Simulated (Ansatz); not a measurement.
# Ti (hcp type): the cost of one run

Computed with Ansatz 0.2.0 (DFT, r2SCAN, PAW with Ansatz's default frozen-core files, scalar-relativistic, unless a step's input says otherwise).

**1. Starting point**

It takes space group P6_3/mmc (No. 194, hexagonal). The conventional cell has a = 2.931 Å, b = 2.931 Å, c = 4.749 Å, α = 90.00°, β = 90.00°, γ = 120.00°. Ti (site symmetry -6m2) is surrounded by 12 Ti at 2.92 to 2.93 Å.

As a file:

```
Ti
1.0
     2.93139    0.00000    0.00000
    -1.46570    2.53866    0.00000
     0.00000    0.00000    4.74885
Ti
2
Direct
  0.33333 0.66667 0.25000
  0.66667 0.33333 0.75000
```

Atoms are numbered in the order of the input: Ti1, Ti2.

**2. Bulk cell relaxed, PAW**

Input file input.yaml:

```yaml
crystal:
  lattice:
    - [2.9313902092, 0.0, 0.0]
    - [-1.4656951046, 2.5386583896, 0.0]
    - [0.0, 0.0, 4.7488521389]
  atoms:
    - { symbol: Ti, position: [0.3333333333, 0.6666666667, 0.25] }
    - { symbol: Ti, position: [0.6666666667, 0.3333333333, 0.75] }
kpoints:
  mp_grid: { grid: [17, 17, 9] }
scf:
  occupations: { method: fermi_dirac, width: 0.08 }
hamiltonian:
  xc: r2scan
  pseudopotentials: { kind: paw }
output:
  forces: true
  stress: true
relax:
  f_tol: 0.005
  max_steps: 40
  cell: {}
```

Command:

```bash
ansatz run input.yaml --threads 2 --pin off --max-ram 4096MiB --backend cpu --events-out ev --progress --plain --runs-dir out
```

What time and memory should one allow on 2 threads of Arm Neoverse V1, shared host?

About 24 s, with a peak of 0.49 GiB.
